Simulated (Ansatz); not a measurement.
# CH6BFGeS: one species, many methods

An exercise on one series of results from a longer session: the logs are not shown, and one member is left open.

The runs use Ansatz 0.2.0, Gaussian basis; functionals in def2-TZVPP, the program's frozen cores in correlated methods.

Levels to be run: LDA (SPW92), PBE-D4, revPBE-D4, BLYP-D4, r2SCAN-D4, B97M-V, PBE0-D4, B3LYP-D4, r2SCANh-D4, r2SCAN0-D4, HSE06-D4, BHLYP-D4, CAM-B3LYP-D4, LC-ωPBE, ωB97X-V, ωB97M-V, B2PLYP, PBE-QIDH; CCSD(T)/def2-SVP; CCSD(T)/def2-TZVPP; MP2/def2-QZVPP; extrapolation to the limit; RPA on PBE.

## Structure used throughout

All runs share one geometry, relaxed beforehand with PBE0-D4 in a triple-zeta def2 set.

11 atoms, charge 0, spin multiplicity 1.

Atoms are counted from 1 here; the program's logs count them from 0.

Bond lengths: C1–S2 1.807 Å, C1–H6 1.089 Å, C1–H7 1.090 Å, C1–H8 1.089 Å, S2–Ge3 2.373 Å, S2–B4 2.014 Å, Ge3–B4 2.095 Å, Ge3–H9 1.543 Å, Ge3–H10 1.542 Å, B4–F5 1.351 Å, B4–H11 1.199 Å. Angles: S2–C1–H6 110.4°, S2–C1–H7 108.1°, S2–C1–H8 108.9°, H6–C1–H7 109.4°, H6–C1–H8 109.9°, H7–C1–H8 110.1°, C1–S2–Ge3 101.9°, C1–S2–B4 101.0°, Ge3–S2–B4 56.3°, S2–Ge3–B4 53.1°, S2–Ge3–H9 101.6°, S2–Ge3–H10 102.0°, B4–Ge3–H9 123.8°, B4–Ge3–H10 124.9°, H9–Ge3–H10 107.8°, S2–B4–Ge3 70.5°, S2–B4–F5 113.1°, S2–B4–H11 109.2° and more.

Set-up of the first run:

in.yaml reads:

```yaml
crystal:
  periodic: [false, false, false]
  atoms:
    - {symbol: C, position_ang: [-1.008713, 0.839957, 1.017379]}
    - {symbol: S, position_ang: [0.388768, 1.084631, -0.101301]}
    - {symbol: Ge, position_ang: [1.370223, -1.075555, -0.134851]}
    - {symbol: B, position_ang: [-0.003293, -0.298138, -1.512163]}
    - {symbol: F, position_ang: [0.452797, 0.047847, -2.736071]}
    - {symbol: H, position_ang: [-1.411931, -0.165526, 0.907132]}
    - {symbol: H, position_ang: [-1.778054, 1.568782, 0.763400]}
    - {symbol: H, position_ang: [-0.671696, 0.994012, 2.041385]}
    - {symbol: H, position_ang: [0.979076, -1.616122, 1.256285]}
    - {symbol: H, position_ang: [2.875445, -0.743921, -0.106009]}
    - {symbol: H, position_ang: [-1.127224, -0.692967, -1.374686]}
basis:
  gaussian: {orbitals: def2-TZVPP}
hamiltonian: {xc: lda}
output: {orbitals: {seedname: orbitals}}
```

On the command line:

```
$ ansatz run in.yaml --threads 4 --pin off --events-out ev --progress --plain --max-ram 10444MiB
```

Steps of the session up to this table: LDA; PBE-D4 (GGA); revPBE-D4 (GGA); BLYP-D4 (GGA); r2SCAN-D4 (meta-GGA); B97M-V (meta-GGA); PBE0-D4 (hybrid); B3LYP-D4 (hybrid); r2SCANh-D4 (hybrid); r2SCAN0-D4 (hybrid); HSE06-D4 (hybrid); BHLYP-D4 (hybrid); CAM-B3LYP-D4 (range-separated); LC-ωPBE (range-separated); ωB97X-V (range-separated); ωB97M-V (range-separated); B2PLYP (double hybrid); PBE-QIDH (double hybrid).

One of the session's tables, all rows but one given; the rest of the session is left out.

It belongs to the step «Orbital energies across the functionals». 

```
  functional  HOMO (eV)  gap (eV)
 LDA (SPW92)      -6.00      3.86
      PBE-D4      -5.84      3.94
   revPBE-D4      -5.78      3.97
     BLYP-D4      -5.72      3.92
   r2SCAN-D4      -6.07      4.34
      B97M-V      -6.11      4.36
     PBE0-D4      -6.88      5.75
    B3LYP-D4      -6.71      5.37
  r2SCANh-D4      -6.46      5.01
  r2SCAN0-D4      -7.03      6.00
    HSE06-D4      -6.49      5.00
    BHLYP-D4      -7.81      7.53
CAM-B3LYP-D4      -8.11      7.96
     LC-ωPBE      -9.33     10.27
     ωB97X-V      -9.03      9.88
     ωB97M-V          ?         ?
```

Estimate the missing values for ωB97M-V.

**Answer.** HOMO (eV): -8.91; gap (eV): 9.60. In the column «HOMO (eV)» it lies between ωB97X-V (-9.03) and CAM-B3LYP-D4 (-8.11).
